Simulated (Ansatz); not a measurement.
# CH6B2S: rigid torsion scan in Python

The task is a rigid torsion scan, for CH6B2S.

Computed with Ansatz 0.2.0 through its Python package. Level of theory: CAM-B3LYP/6-31G*.

**1. Starting point**

Bond lengths: B1–B2 1.657 Å, B2–S3 1.887 Å, S3–C4 1.820 Å, B1–H5 1.181 Å, B1–H6 1.181 Å, B2–H7 1.181 Å, C4–H8 1.109 Å, C4–H9 1.110 Å, C4–H10 1.110 Å. Angles: B1–B2–S3 120.1°, B1–B2–H7 119.9°, S3–B2–H7 119.9°, B2–B1–H5 120.0°, B2–B1–H6 120.0°, H5–B1–H6 120.0°, B2–S3–C4 94.2°, S3–C4–H8 108.9°, S3–C4–H9 110.3°, S3–C4–H10 110.3°, H8–C4–H9 108.7°, H8–C4–H10 108.7°, H9–C4–H10 109.9°.

No structure file is read: the coordinates are typed or built in the script.

**2. The code**

Contents of ch6b2s.py:

```python
"""Rigid torsion scan of CH6B2S."""

import warnings

import ansatz as az
from ase import Atoms


def main() -> None:
    warnings.simplefilter("ignore", az.DeckWarning)

    atoms = Atoms(["B", "B", "S", "C", "H", "H", "H", "H", "H", "H"], positions=[
        (1.9259, 0.3723, -0.2325),
        (0.7255, -0.7487, -0.4491),
        (-0.9106, -0.2435, -1.2415),
        (-1.7056, 0.1695, 0.3427),
        (1.7559, 1.4927, -0.5655),
        (2.9493, 0.0526, 0.2623),
        (0.8964, -1.8678, -0.1128),
        (-2.7434, 0.5089, 0.1471),
        (-1.1524, 0.9885, 0.8489),
        (-1.741, -0.7247, 1.0002),
    ])

    # relax first, so that the scan starts from a minimum
    first = (
        az.Crystal.molecule_from_ase(atoms).calculation()
        .basis(gaussian="6-31G*")
        .functional("cam_b3lyp")
        .relax(force_tolerance=0.02, max_steps=80)
    )
    atoms.positions = first.run(threads=1, backend="cpu").report["positions_ang"]

    start = atoms.get_dihedral(2, 1, 0, 4)
    energies = {}
    for turn in range(0, 360, 40):
        turned = atoms.copy()
        turned.set_dihedral(2, 1, 0, 4, start + turn, indices=[0, 4, 5])
        calc = az.Crystal.molecule_from_ase(turned).calculation()
        calc = calc.basis(gaussian="6-31G*").functional("cam_b3lyp")
        energies[round((start + turn) % 360)] = calc.run(threads=1, backend="cpu").report["free_energy_ev"]
    floor = min(energies.values())
    print("dihedral S2-B1-B0-H4 (deg)   E - E(min) (kJ/mol)")
    for angle, e in sorted(energies.items()):
        print(f"{angle:8d} {96.485332 * (e - floor):14.3f}  " + "#" * int(30 * (e - floor) / max(max(energies.values()) - floor, 1e-9)))


if __name__ == "__main__":
    main()
```

**3. The input behind the calls**

The package turns the script's settings into the engine's input (first run):

```yaml
crystal:
  periodic: [false, false, false]
  atoms:
    - { symbol: B, position_ang: [1.9259, 0.3723, -0.2325] }
    - { symbol: B, position_ang: [0.7255, -0.7487, -0.4491] }
    - { symbol: S, position_ang: [-0.9106, -0.2435, -1.2415] }
    - { symbol: C, position_ang: [-1.7056, 0.1695, 0.3427] }
    - { symbol: H, position_ang: [1.7559, 1.4927, -0.5655] }
    - { symbol: H, position_ang: [2.9493, 0.0526, 0.2623] }
    - { symbol: H, position_ang: [0.8964, -1.8678, -0.1128] }
    - { symbol: H, position_ang: [-2.7434, 0.5089, 0.1471] }
    - { symbol: H, position_ang: [-1.1524, 0.9885, 0.8489] }
    - { symbol: H, position_ang: [-1.741, -0.7247, 1.0002] }
basis:
  gaussian:
    orbitals: "6-31G*"
hamiltonian:
  xc: cam_b3lyp
relax:
  f_tol: 0.02
  max_steps: 80
```

**4. The run**

The run is started by

```bash
$ python ch6b2s.py
```

Log:

```text
dihedral S2-B1-B0-H4 (deg)   E - E(min) (kJ/mol)
      11         33.349  #############################
      51         12.838  ###########
      91          0.000
     131         12.957  ###########
     171         33.422  ##############################
     211         24.786  ######################
     251          3.595  ###
     291          3.655  ###
     331         24.916  ######################
```

It took 2.2 min on 1 thread of Arm Neoverse V1, shared host; peak memory 0.24 GiB.

**5. Path of the relaxation of run 0**

Step by step:

| step | energy from step 1 (eV) | largest force component (eV/Å) |
| --- | --- | --- |
| 1 | 0.0000 | 1.3007 |
| 2 | -0.1327 | 0.5761 |
| 3 | -0.1486 | 0.3834 |
| 4 | -0.1773 | 0.2659 |
| 5 | -0.2458 | 0.6387 |
| 6 | -0.3380 | 0.9213 |
| 7 | -0.5056 | 0.9571 |
| 8 | -0.7263 | 0.8473 |
| 9 | -0.8650 | 1.2812 |
| 10 | -1.0068 | 0.9557 |
| 11 | -1.1664 | 0.4377 |
| 12 | -1.2504 | 0.3471 |
| 13 | -1.3251 | 0.2453 |
| 14 | -1.3835 | 0.2964 |
| 15 | -1.4303 | 0.3873 |
| 16 | -1.4621 | 0.5528 |
| 17 | -1.5004 | 0.3653 |
| 18 | -1.5206 | 0.4434 |
| 19 | -1.5125 | 0.6270 |
| 20 | -1.5323 | 0.0719 |
| 21 | -1.5359 | 0.0302 |
| 22 | -1.5372 | 0.0283 |
| 23 | -1.5376 | 0.0667 |
| 24 | -1.5378 | 0.0502 |
| 25 | -1.5381 | 0.0154 |
| 26 | -1.5382 | 0.0149 |
| 27 | -1.5383 | 0.0160 |

Step 1 is the start. Step 19 was tried and not accepted.

Before: Bond lengths: B1–B2 1.657 Å, B2–S3 1.887 Å, S3–C4 1.820 Å, B1–H5 1.181 Å, B1–H6 1.181 Å, B2–H7 1.181 Å, C4–H8 1.109 Å, C4–H9 1.110 Å, C4–H10 1.110 Å. Angles: B1–B2–S3 120.1°, B1–B2–H7 119.9°, S3–B2–H7 119.9°, B2–B1–H5 120.0°, B2–B1–H6 120.0°, H5–B1–H6 120.0°, B2–S3–C4 94.2°, S3–C4–H8 108.9°, S3–C4–H9 110.3°, S3–C4–H10 110.3°, H8–C4–H9 108.7°, H8–C4–H10 108.7°, H9–C4–H10 109.9°.

After: Bond lengths: B1–B2 1.659 Å, B2–S3 1.772 Å, S3–C4 1.828 Å, B1–H5 1.199 Å, B1–H6 1.199 Å, B2–H7 1.198 Å, C4–H8 1.091 Å, C4–H9 1.092 Å, C4–H10 1.092 Å. Angles: B1–B2–S3 126.7°, B1–B2–H7 120.8°, S3–B2–H7 112.6°, B2–B1–H5 122.1°, B2–B1–H6 122.0°, H5–B1–H6 115.9°, B2–S3–C4 105.3°, S3–C4–H8 107.8°, S3–C4–H9 110.8°, S3–C4–H10 110.8°, H8–C4–H9 108.7°, H8–C4–H10 108.8°, H9–C4–H10 109.9°.

Run 0 is this relaxation; the runs after it count from 1.

**6. The engine's runs**

From the records of these 9 runs:

```csv
run,turn (°),energy from run 1 (eV),SCF cycles,CPU time (s)
1,0,0.0000,17,2.7
2,40,0.1343,17,2.7
3,80,0.3464,18,2.7
4,120,0.2569,18,2.7
5,160,0.0373,17,2.7
6,200,0.0379,17,2.7
7,240,0.2582,18,2.8
8,280,0.3456,18,2.8
9,320,0.1331,17,2.7
```

**7. Results**

| quantity | value |
| --- | --- |
| runs compared | 9 |
| range of energy | 0.346 eV |
| lowest point, turn (°) | 0 |

What this shows: The lowest point lies at a turn of 0°, the highest 0.346 eV (33.4 kJ/mol) above it at 80°. The grid can miss the true lowest and highest points, and the rest of the molecule is held rigid. Run 0: The relaxation took 25 moves; the largest shift is 2.299 Å, of atom 5 (H). So large a move can change the bonding: the results belong to the relaxed structure. The scan is rigid and the energies are electronic, in a modest basis. With rigid groups the curve can differ much from the relaxed path, the start wasn't checked as a minimum of this torsion, and equivalent turns needn't return to the same energy.
